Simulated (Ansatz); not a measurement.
# Hf2N: the cost of one run

Computed with Ansatz 0.2.0 (DFT PBEsol, scalar-relativistic, plane waves, PAW, unless a step's input says otherwise).

## Step 1: The structure to begin with

It takes space group P4_2/mnm (No. 136, tetragonal). The conventional cell has a = 5.296 Å, b = 5.296 Å, c = 3.227 Å, α = 90.00°, β = 90.00°, γ = 90.00°. Hf (site symmetry m2m) is surrounded by 3 N at 2.21 to 2.22 Å. Around N (site symmetry mmm) lie 6 Hf at 2.21 to 2.22 Å.

Structure file:

```cif
data_structure
_symmetry_space_group_name_H-M 'P 1'
_symmetry_Int_Tables_number 1
_cell_length_a 5.2955
_cell_length_b 5.2955
_cell_length_c 3.2274
_cell_angle_alpha 90.000
_cell_angle_beta 90.000
_cell_angle_gamma 90.000
_cell_volume 90.51
loop_
_atom_site_label
_atom_site_type_symbol
_atom_site_fract_x
_atom_site_fract_y
_atom_site_fract_z
_atom_site_occupancy
Hf1 Hf 0.29546 0.29546 0.00000 1
Hf2 Hf 0.70454 0.70454 0.00000 1
Hf3 Hf 0.79546 0.20454 0.50000 1
Hf4 Hf 0.20454 0.79546 0.50000 1
N1 N 0.00000 0.00000 0.00000 1
N2 N 0.50000 0.50000 0.50000 1
```

It goes back to an entry of the Materials Project, which need not be the stable form.

This cell was relaxed beforehand with the same method: volume 15.08 Å³/atom, gap on the mesh none (metal).

## Step 2: The cell scaled to 0.97 of its volume

Input file input.yaml:

```yaml
crystal:
  lattice:
    - [5.2420449765, 0.0, 0.0]
    - [0.0, 5.2420449765, 0.0]
    - [0.0, 0.0, 3.194846258]
  atoms:
    - { symbol: Hf, position: [0.2954633021, 0.2954633021, 0.0] }
    - { symbol: Hf, position: [0.7045366979, 0.7045366979, 0.0] }
    - { symbol: Hf, position: [0.7954633021, 0.2045366979, 0.5] }
    - { symbol: Hf, position: [0.2045366979, 0.7954633021, 0.5] }
    - { symbol: "N", position: [0.0, 0.0, 0.0] }
    - { symbol: "N", position: [0.5, 0.5, 0.5] }
basis:
  ecutwfc: 420
kpoints:
  mp_grid: { grid: [8, 8, 12] }
hamiltonian:
  xc: pbesol
scf:
  occupations: { method: gaussian, width: 0.1 }
output:
  forces: true
  stress: true
  eigenvalues: true
relax:
  adjacent_minimum: "off"
  f_tol: 0.01
  max_steps: 30
  cell: { stress_tol: 0.1, fix: [volume] }
```

Run with:

```sh
ansatz run input.yaml --threads 1 --pin off --max-ram 2560MiB --backend cpu --events-out ev --progress --plain --runs-dir out
```

What time and memory should one allow on 1 thread of Intel Xeon 6975P-C (Granite Rapids), shared host?

About 2 min, with a peak of 0.73 GiB.
